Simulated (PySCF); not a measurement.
# One shape, several levels: AlPNH4OF (SMILES [NH2][Al]([F])[PH]O)

Wanted: a comparison of 6 runs (BHLYP/def2-SVP, M06-L/def2-SVP, SVWN5/def2-SVP, r2SCAN/def2-SVP, wB97X/def2-SVP, CCSD(T)/def2-SVP) of AlPNH4OF. The job is set up through a Python script.

Program for the calculation: PySCF 2.14.0.

3 further runs of the same task are left out: 3 set aside as unsound or not needed.

## (1) The structure to begin with

AlPNH4OF: 9 atoms, total charge 0, spin state singlet. SMILES: `[NH2][Al]([F])[PH]O`. The P4–H8 distance was set to 1.859 Å, away from the relaxed value.

Bond lengths: N1–Al2 1.755 Å, Al2–F3 1.652 Å, Al2–P4 2.334 Å, P4–O5 1.677 Å, N1–H6 1.007 Å, N1–H7 1.006 Å, O5–H9 0.960 Å. Angles: N1–Al2–F3 119.8°, N1–Al2–P4 121.0°, F3–Al2–P4 119.0°, Al2–P4–O5 96.2°, Al2–N1–H6 122.5°, Al2–N1–H7 126.3°, P4–O5–H9 109.0°, H6–N1–H7 111.1°. A long bond or contact: P4–H8 1.859 Å.

## (2) A single-point energy at BHLYP/def2-SVP (run 1)

Input file run.py:

```python
from pyscf import gto, dft

system = gto.M(
    atom='''
N      2.995879     1.963104    -1.138401
Al     1.849193    -1.017939    -0.248340
F      3.782194    -3.105141     1.038185
P     -2.317842    -2.195616    -1.086623
O     -3.389694     0.728168    -1.678296
H      1.870925     3.320117    -1.856686
H      4.776946     2.594840    -0.924106
H     -3.105198    -2.475919     2.324930
H     -4.841382     0.618375    -2.761298
''',
    basis='def2-svp',
    max_memory=1860,
    verbose=3,
    charge=0,
    unit='bohr',
)

myscf = dft.RKS(system)
myscf.xc = 'bhandhlyp'
myscf.grids.level = 5
myscf.conv_tol = 1e-10
myscf.kernel()
if not myscf.converged:
    myscf = myscf.newton().run(myscf.mo_coeff, myscf.mo_occ)

energy = myscf.e_tot
print('E = %.10f Eh' % energy)
```

Command:

```console
$ OMP_NUM_THREADS=1 python run.py
```

What it wrote:

```text
converged SCF energy = -815.620451790543
E = -815.6204517905 Eh
```

It took 25 s on 1 thread of Arm Neoverse V2, shared host; peak memory 0.51 GiB.

## (3) A single-point energy at M06-L/def2-SVP (run 2)

Input file mol.xyz:

```xyz
9

N      1.585351     1.038830    -0.602416
Al     0.978551    -0.538670    -0.131416
F      2.001451    -1.643170     0.549384
P     -1.226549    -1.161870    -0.575016
O     -1.793749     0.385330    -0.888116
H      0.990051     1.756930    -0.982516
H      2.527851     1.373130    -0.489016
H     -1.643200    -1.310200     1.230300
H     -2.561949     0.327230    -1.461216
```

Input file input.py:

```python
from pyscf import gto, dft

mol = gto.M(
    atom='mol.xyz',
    max_memory=1860,
    basis='def2-svp',
    verbose=3,
)

ks = dft.RKS(mol, xc='m06-l')
ks.conv_tol = 1e-10
ks.grids.level = 5
ks.kernel()
if not ks.converged:
    ks = ks.newton().run(ks.mo_coeff, ks.mo_occ)

energy = ks.e_tot
print('Final energy', energy)
```

Command:

```console
$ OMP_NUM_THREADS=1 python input.py
```

What it wrote:

```text
converged SCF energy = -815.698181145268
Final energy -815.6981811452679
```

Wall time 53 s (1 thread of Arm Neoverse V2, shared host); peak memory 0.56 GiB.

Runs 3 to 4 aren't shown in full; the table further down has their settings and results.

## (4) A single-point energy at wB97X/def2-SVP (run 5)

Input file run.py:

```python
from pyscf import gto, dft

mol = gto.Mole()
mol.atom = [
    ('N', (1.585351, 1.038830, -0.602416)),
    ('Al', (0.978551, -0.538670, -0.131416)),
    ('F', (2.001451, -1.643170, 0.549384)),
    ('P', (-1.226549, -1.161870, -0.575016)),
    ('O', (-1.793749, 0.385330, -0.888116)),
    ('H', (0.990051, 1.756930, -0.982516)),
    ('H', (2.527851, 1.373130, -0.489016)),
    ('H', (-1.643200, -1.310200, 1.230300)),
    ('H', (-2.561949, 0.327230, -1.461216)),
]
mol.verbose = 3
mol.max_memory = 1860
mol.basis = 'def2-svp'
mol.charge = 0
mol.build()

mf = dft.RKS(mol, xc='wb97x')
mf.grids.level = 5
mf.conv_tol = 1e-10
mf.kernel()
if not mf.converged:
    mf = mf.newton().run(mf.mo_coeff, mf.mo_occ)

energy = mf.e_tot
print('E = %.10f Eh' % energy)
```

Command:

```console
$ OMP_NUM_THREADS=1 python run.py
```

What it wrote:

```text
converged SCF energy = -815.663393206504
E = -815.6633932065 Eh
```

Wall time 36 s (1 thread of Arm Neoverse V2, shared host); peak memory 0.51 GiB.

## (5) The energy at CCSD(T)/def2-SVP (run 6)

Input file input.py:

```python
from pyscf import gto, scf, cc

mol = gto.M(
    atom='''
N        1.585351       1.038830      -0.602416
Al       0.978551      -0.538670      -0.131416
F        2.001451      -1.643170       0.549384
P       -1.226549      -1.161870      -0.575016
O       -1.793749       0.385330      -0.888116
H        0.990051       1.756930      -0.982516
H        2.527851       1.373130      -0.489016
H       -1.643200      -1.310200       1.230300
H       -2.561949       0.327230      -1.461216
''',
    max_memory=1860,
    verbose=3,
    charge=0,
    basis='def2-svp',
)

myscf = scf.RHF(mol)
myscf.conv_tol = 1e-10
myscf.kernel()
if not myscf.converged:
    myscf = myscf.newton().run(myscf.mo_coeff, myscf.mo_occ)

mycc = cc.CCSD(myscf, frozen=13)
mycc.kernel()
e_t = mycc.ccsd_t()
e_final = mycc.e_tot + e_t
print('E(%s) = %.9f' % ('CCSD(T)', e_final))
```

Command:

```console
$ OMP_NUM_THREADS=1 python input.py
```

What it wrote:

```text
converged SCF energy = -813.454340657396
E(CCSD) = -814.2143825709683  E_corr = -0.7600419135728114
CCSD(T) correction = -0.01796170828049
E(CCSD(T)) = -814.232344279
```

It took 61 s on 1 thread of Arm Neoverse V2, shared host; peak memory 0.57 GiB.

## (6) All runs side by side

```
run             level  integration grid  frozen core orbitals  energy (Eh)  dipole moment (D) of the reference  HOMO energy (eV)  LUMO energy (eV)  wall time
  1    BHLYP/def2-SVP                 5                     –  -815.620452                                2.64             -7.93              0.00       25 s
  2    M06-L/def2-SVP                 5                     –  -815.698181                                2.65             -5.92             -1.36       53 s
  3    SVWN5/def2-SVP                 5                     –  -811.799871                                2.86             -5.72             -1.77       16 s
  4   r2SCAN/def2-SVP                 5                     –  -815.571829                                2.79             -5.93             -1.55       53 s
  5    wB97X/def2-SVP                 5                     –  -815.663393                                2.60             -9.17              1.18       36 s
  6  CCSD(T)/def2-SVP                 –                    13  -814.232344                                2.57             -9.63              2.21       61 s
```

## (7) Summary of results

| quantity | value |
| --- | --- |
| run 6: total energy | -814.23234 Eh |
| run 6: dipole moment (Hartree–Fock density) | 2.57 D |
| run 6: HOMO energy (Hartree–Fock orbitals) | -9.63 eV |
| run 6: LUMO energy (Hartree–Fock orbitals) | 2.21 eV |
| run 6: HOMO–LUMO gap (Hartree–Fock orbitals) | 11.84 eV |
| run 6: correlation energy (13 core orbitals frozen) | -778.0 mEh |
| run 6: (T) correction | -17.96 mEh |
| run 6: T1 diagnostic | 0.015 |

Over runs 1, 2, 3, 4, 5 the dipole moment (its size) runs from 2.60 D (wB97X/def2-SVP) to 2.86 D (SVWN5/def2-SVP). Over runs 1, 2, 3, 4, 5 the HOMO–LUMO gap runs from 3.95 eV (SVWN5/def2-SVP) to 10.35 eV (wB97X/def2-SVP). Totals of different functionals can't be ranked against each other. All runs together took 4.1 min, the longest 61 s.
